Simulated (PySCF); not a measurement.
**CeF: bond curves at several levels of theory**

One table from this session's results is given with a row withheld; the runs are named, their logs left out.

Program: PySCF 2.14.0. Level of theory: Ce x2c-SVPall, F x2c-SVPall, spin-free X2C with a Gaussian nucleus. These are calculated values, not measurements.

Set-up of the first run:

A driver script around PySCF takes these settings:

```json
{"atoms": "Ce, F", "charge": "0", "basis": "Ce x2c-SVPall, F x2c-SVPall", "Hamiltonian": "spin-free X2C with a Gaussian nucleus", "basis functions": "99", "electrons treated": "67", "masses in u": "139.9054, 18.9984", "levels": "PBE0, PBE, r²SCAN, M06-2X, LDA, ωB97X, HF, MP2, SCS-MP2, CCSD, CCSD(T)", "grid": "80 radial by 434 angular points", "occupations": "held fixed by the projection of orbital angular momentum", "dissociation limit": "Ce + F, each in its ground configuration", "starting distance in angstrom": "2.115", "values of 2S to try": "1, 3"}
```

On the command line:

```console
$ OMP_NUM_THREADS=2 python dia.py task.json out
```

Among the steps run: Input; The PBE0 curve of the state that the search chose; Other states along the same grid; PBE; r²SCAN; M06-2X; LDA (local density); ωB97X; UHF; MP2 and coupled cluster.

One table of the session follows, with a row left open; its other results are not shown here.

Energy (eV) from each level's lowest point:

| R (Å) | UHF | UHF-MP2 | UHF-SCS-MP2 | UHF-CCSD | UHF-CCSD(T) |
| --- | --- | --- | --- | --- | --- |
| 1.730 | 1.732 | 1.341 | 1.423 | n/a | n/a |
| 1.810 | 0.900 | 0.617 | 0.673 | 0.679 | 0.660 |
| 1.890 | ? | ? | ? | ? | ? |
| 1.951 | 0.157 | 0.053 | 0.068 | 0.071 | 0.065 |
| 2.011 | 0.036 | 0.000 | 0.000 | 0.000 | 0.000 |
| 2.071 | 0.000 | 0.025 | 0.011 | 0.009 | 0.014 |
| 2.152 | 0.054 | 0.149 | 0.120 | 0.114 | 0.125 |
| 2.252 | 0.238 | 0.409 | 0.363 | 0.353 | 0.371 |
| 2.373 | 0.570 | 0.816 | 0.754 | 0.741 | 0.765 |
| 2.534 | 1.108 | 1.438 | 1.359 | n/a | n/a |

**Question.** Estimate the row for R (Å) = 1.890.

Worked estimate for «UHF». A straight line through the neighbours (1.810, 0.900) and (1.951, 0.157) gives 0.900 + (0.157 − 0.900) × (1.890 − 1.810) / (1.951 − 1.810) = 0.478; a parabola fitted to 4 rows on both sides gives 0.374.

As computed: UHF: 0.384; UHF-MP2: 0.207; UHF-SCS-MP2: 0.239; UHF-CCSD: 0.243; UHF-CCSD(T): 0.232. In «UHF» the line misses by +0.094 and the parabola by -0.010.

To keep in mind: The state is the lowest single determinant that the PBE0 search found; with open d or f shells the true ground state can be another one. At some levels the lowest empty orbital lies below the highest filled one (the two can be of opposite spin).
